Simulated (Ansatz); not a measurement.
# InO3: the cost of one run

Method: DFT r2SCAN, scalar-relativistic, plane waves, PAW, in Ansatz 0.2.0.

3 further runs of the same task are left out: 1 that didn't finish, 2 set aside as unsound or not needed.

## (1) The starting structure

Symmetry: Pm-3m, No. 221, cubic system. Conventional cell: a = 3.578 Å, b = 3.578 Å, c = 3.578 Å, α = 90.00°, β = 90.00°, γ = 90.00°. In (site symmetry m-3m) has 12 O at 2.53 Å as nearest neighbours. O (site symmetry 4/mmm) has 4 In at 2.53 Å and 8 O at 2.53 Å as nearest neighbours.

As a file:

```
CELL_PARAMETERS angstrom
3.57780 0.00000 0.00000
0.00000 3.57780 0.00000
0.00000 0.00000 3.57780
ATOMIC_POSITIONS crystal
In 0.00000 0.00000 0.00000
O 0.00000 0.50000 0.50000
O 0.50000 0.00000 0.50000
O 0.50000 0.50000 0.00000
```

This is candidate A: Cu3Au (L1_2) type (Pm-3m, No. 221).

(A quick probe on a coarse mesh, which set the mesh and smearing, is not shown.)

## (3) Coarse relaxation (candidate A)

Contents of input.yaml:

```yaml
crystal:
  lattice:
    - [3.5777959712, 0.0, 0.0]
    - [0.0, 3.5777959712, 0.0]
    - [0.0, 0.0, 3.5777959712]
  atoms:
    - { symbol: In, position: [0.0, 0.0, 0.0] }
    - { symbol: O, position: [0.0, 0.5, 0.5], spin: 1.15 }
    - { symbol: O, position: [0.5, 0.0, 0.5], spin: 1.15 }
    - { symbol: O, position: [0.5, 0.5, 0.0], spin: 1.15 }
basis:
  ecutwfc: 500
kpoints:
  mp_grid: { grid: [6, 6, 6] }
hamiltonian:
  xc: r2scan
scf:
  occupations: { method: gaussian, width: 0.1 }
  lower_state_search: "off"
output:
  forces: true
  stress: true
  eigenvalues: true
  populations: true
magnetization:
  spin_polarized: true
relax:
  adjacent_minimum: "off"
  f_tol: 0.04
  max_steps: 70
  cell: { stress_tol: 0.4 }
```

Command:

```console
ansatz run input.yaml --threads 1 --pin off --max-ram 2560MiB --backend cpu --events-out ev --progress --plain --runs-dir out
```

Q: Estimate wall time and peak memory on 1 thread of Intel Xeon Platinum 8259CL at 2.50GHz (Skylake/Cascade Lake), shared host.

About 51 s, with a peak of 0.48 GiB.
